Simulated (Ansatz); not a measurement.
Geometry optimisation, DFT PBE-D3(BJ), scalar-relativistic, plane waves, PAW (Ansatz 0.2.0).

The input (input.yaml):

```yaml
crystal:
  lattice:
    - [10.46, 0.0, 0.0]
    - [0.0, 10.46, 0.0]
    - [0.0, 0.0, 10.46]
  atoms:
    - { symbol: K, position: [0.0, 0.0, 0.0] }
    - { symbol: K, position: [0.5, 0.0, 0.0] }
    - { symbol: K, position: [0.0, 0.5, 0.0] }
    - { symbol: K, position: [0.0, 0.0, 0.5] }
    - { symbol: K, position: [0.25, 0.25, 0.25] }
    - { symbol: K, position: [0.5, 0.5, 0.0] }
    - { symbol: K, position: [0.5, 0.0, 0.5] }
    - { symbol: K, position: [0.75, 0.25, 0.25] }
    - { symbol: K, position: [0.0, 0.5, 0.5] }
    - { symbol: K, position: [0.25, 0.75, 0.25] }
    - { symbol: K, position: [0.25, 0.25, 0.75] }
    - { symbol: K, position: [0.5, 0.5, 0.5] }
    - { symbol: K, position: [0.75, 0.75, 0.25] }
    - { symbol: K, position: [0.75, 0.25, 0.75] }
    - { symbol: K, position: [0.25, 0.75, 0.75] }
    - { symbol: K, position: [0.75, 0.75, 0.75] }
    - { symbol: Li, position: [0.1230901, 0.0034167, 0.2530038] }
basis:
  ecutwfc: 420.0
kpoints:
  mp_grid: { grid: [2, 2, 2] }
hamiltonian:
  xc: pbe
  dispersion: d3bj
scf:
  occupations: { method: fermi_dirac, width: 0.05 }
  lower_state_search: "off"
relax:
  f_tol: 0.03
  max_steps: 60
  adjacent_minimum: "off"
```

Launched with:

```bash
$ ansatz run input.yaml --threads 4 --pin off --max-ram 10240MiB --backend cpu --events-out ev --progress --plain --runs-dir out
```

**Question.** Where does it end, and by what steps?

**Answer.** The forces met the threshold. The force dipped under the threshold on the way, but the program's further checks kept it going. Limits of this set-up: coarse k mesh. After 5 steps the energy has fallen by 0.614 eV; K2 moved furthest, 0.52 Å. Parted: K1–K5 (4.53 → 5.11 Å), K1–K10 (4.53 → 5.10 Å), K4–K5 (4.53 → 5.13 Å), K4–K10 (4.53 → 5.11 Å).

| step | energy less start (eV) | largest force component (eV/Å) | accepted |
| --- | --- | --- | --- |
| 0 | 0.0000 | 0.581 | yes |
| 1 | -0.3125 | 0.332 | yes |
| 2 | -0.5341 | 0.121 | yes |
| 3 | -0.6005 | 0.031 | yes |
| 4 | -0.6133 | 0.019 | yes |
| 5 | -0.6140 | 0.006 | yes |

```xyz
17
Lattice="10.4600 0.0000 0.0000 0.0000 10.4600 0.0000 0.0000 0.0000 10.4600" Properties=species:S:1:pos:R:3
K 0.030 0.001 -0.507
K 4.817 0.000 0.321
K -0.186 5.226 -0.208
K 0.018 0.001 5.749
K 2.596 3.135 2.616
K 5.579 5.236 0.191
K 4.820 0.000 4.911
K 8.251 2.295 2.615
K -0.189 5.226 5.438
K 2.582 7.338 2.616
K 2.801 2.824 7.841
K 5.582 5.236 5.040
K 8.255 8.168 2.615
K 7.490 2.426 7.850
K 2.798 7.636 7.842
K 7.495 8.036 7.850
Li 1.308 0.013 2.626
```

Whether the end is a true minimum wasn't checked by a vibrational analysis.

The run took 33 s on 4 threads of Intel(R) Xeon(R) Platinum 8488C (Sapphire Rapids) (shared host), peak memory 2.5 GiB.
